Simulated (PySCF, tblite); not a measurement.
**C₃H₉ClOSi₂: geometry, infrared bands and NMR shifts**

Aim: predict the infrared bands and NMR shifts of C₃H₉ClOSi₂ (`Cl[C@H]1CC[SiH2]O[SiH2]1`).

The runs use tblite 0.8.0 and PySCF 2.14.0, with density-fitted response routines of our own; the level of theory stands in each step. All values are computed, except where a source is named. Atoms are numbered from 0 throughout.

## 1. The molecule as given

16 atoms, charge 0, multiplicity 1; geometry from: force field or distance geometry start.

Bonds of the start (Å): Cl0–C1 1.76, C1–C2 1.50, C2–C3 1.54, C3–Si4 1.84, Si4–O5 1.69, O5–Si6 1.71, Si6–C1 1.88, C1–H7 1.10, C2–H8 1.09, C2–H9 1.12, C3–H10 1.12, C3–H11 1.11, Si4–H12 1.46, Si4–H13 1.47, Si6–H14 1.48, Si6–H15 1.44.

## 2. Optimising the geometry with GFN2-xTB

Job settings and geometry (Å):

```
{"job": {"kind": "relax", "xc": "GFN2-xTB", "basis": "xTB"}, "charge": 0, "multiplicity": 1}
Cl     1.809400    -1.977400    -1.380800
C      0.782600    -0.722300    -0.696300
C     -0.251300    -1.223000     0.276000
C     -1.471500    -0.317800     0.017200
Si    -0.955900     1.450100     0.110700
O      0.586100     1.719500     0.742800
Si     1.749500     0.553600     0.298700
H      0.285000    -0.167800    -1.504200
H     -0.484600    -2.289600     0.194900
H      0.046900    -0.986200     1.326600
H     -2.311900    -0.582200     0.701600
H     -1.814100    -0.573700    -1.002200
H     -1.103400     2.035600    -1.218600
H     -1.912600     2.131200     0.990000
H      2.154200    -0.124800     1.552700
H      2.884300     1.083700    -0.420600
```

On the command line:

```sh
OMP_NUM_THREADS=1 python probes_run.py task.json out
```

This one command runs all jobs of the session in turn.

**Question.** This job is followed by: GFN2-xTB harmonic vibrations, gas phase; GIAO PBE0/pcSseg-1 NMR shielding, non-relativistic, gas phase. Predict these results of the whole session: strongest single infrared mode (GFN2-xTB); zero-point energy (GFN2-xTB); ¹³C shifts against TMS (PBE0/pcSseg-1); ¹H shifts against TMS (PBE0/pcSseg-1); ³⁵Cl shifts against HCl (PBE0/pcSseg-1); ²⁹Si shifts against TMS (PBE0/pcSseg-1); ¹⁷O shifts against H2O (PBE0/pcSseg-1); surface potential, 1st and 99th percentile.

As calculated:

```
                                 quantity                                                     value
strongest single infrared mode (GFN2-xTB)                                      765 cm⁻¹, 513 km/mol
             zero-point energy (GFN2-xTB)                                             69.8 kcal/mol
   ¹³C shifts against TMS (PBE0/pcSseg-1)                                      48.1, 35.0, 15.2 ppm
    ¹H shifts against TMS (PBE0/pcSseg-1)  5.15, 5.10, 5.05, 4.88, 3.21, 2.61, 2.06, 1.02, 0.90 ppm
  ³⁵Cl shifts against HCl (PBE0/pcSseg-1)                                                   101 ppm
  ²⁹Si shifts against TMS (PBE0/pcSseg-1)                                          -20.2, -22.8 ppm
   ¹⁷O shifts against H2O (PBE0/pcSseg-1)                                                  28.6 ppm
    surface potential, 1st and 99th percentile                                        -0.88 V and 1.25 V
```

**Reading.** Over 75 steps the energy fell by 0.852 eV; of the close pairs, O5–Si6 changed most, 1.706 to 1.626 Å. All 42 modes are real, so the xTB geometry is a minimum. The strongest single mode, at 765 cm⁻¹, is spread over many atoms; the largest shares are those of H12, H13. GFN2-xTB is a fitted tight-binding method: band positions and strengths are rough. Its intensities can rank the bands wrongly. C1 (sp3 CH bonded to Cl and Si) lies farthest downfield among carbon, at 48.1 ppm; pulled downfield by the heteroatom. At PBE0/pcSseg-1: The largest span, 406 ppm, is at Cl0, where the paramagnetic term is -298 ppm.
